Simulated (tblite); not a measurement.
# C6H10B2S: the cost of one run

Computed with tblite 0.8.0 and PySCF 2.14.0, with density-fitted response routines of our own, on a single molecule in the gas phase. Atoms are numbered from 0 throughout.

### 1 The starting structure

19 atoms, charge 0, multiplicity 1; geometry from: force field or distance geometry start.

Bonds of the start (Å): B0–C1 1.60, C1–S2 1.80, S2–B3 1.91, B3–C4 1.59, C4–C5 1.48, C4–C6 1.31, C6–C7 1.43, C7–C8 1.22, B0–H9 1.19, B0–H10 1.19, C1–H11 1.12, C1–H12 1.12, B3–H13 1.18, C5–H14 1.12, C5–H15 1.12, C5–H16 1.12, C6–H17 1.09, C8–H18 1.07.

### 2 Relaxing the molecule with GFN2-xTB

What the job is given:

```
{"job": {"kind": "relax", "xc": "GFN2-xTB", "basis": "xTB"}, "charge": 0, "multiplicity": 1}
B      3.639600     1.496500    -0.307900
C      2.278300     0.758500    -0.707200
S      0.813500     1.548500    -0.028900
B     -0.698800     0.539800    -0.604200
C     -1.128500    -0.724800     0.264300
C     -0.096600    -1.760500     0.509000
C     -2.347300    -0.864000     0.729600
C     -3.326700     0.153400     0.478400
C     -4.177700     0.997400     0.267800
H      4.589200     0.784900    -0.270900
H      3.661900     2.451100     0.408700
H      2.246400     0.696900    -1.821200
H      2.339200    -0.289000    -0.314100
H     -0.814500     0.396700    -1.768600
H      0.631200    -1.405600     1.282200
H     -0.567500    -2.701700     0.892900
H      0.430400    -2.051700    -0.434700
H     -2.560300    -1.762600     1.307500
H     -4.921600     1.745400     0.109900
```

Command:

```
$ OMP_NUM_THREADS=1 python probes_run.py task.json out
```

The driver reads the jobs from task.json and runs them one after another.

**Question.** How long does this first job take on 1 thread of Arm Neoverse N1, shared host?

About 3.9 s.
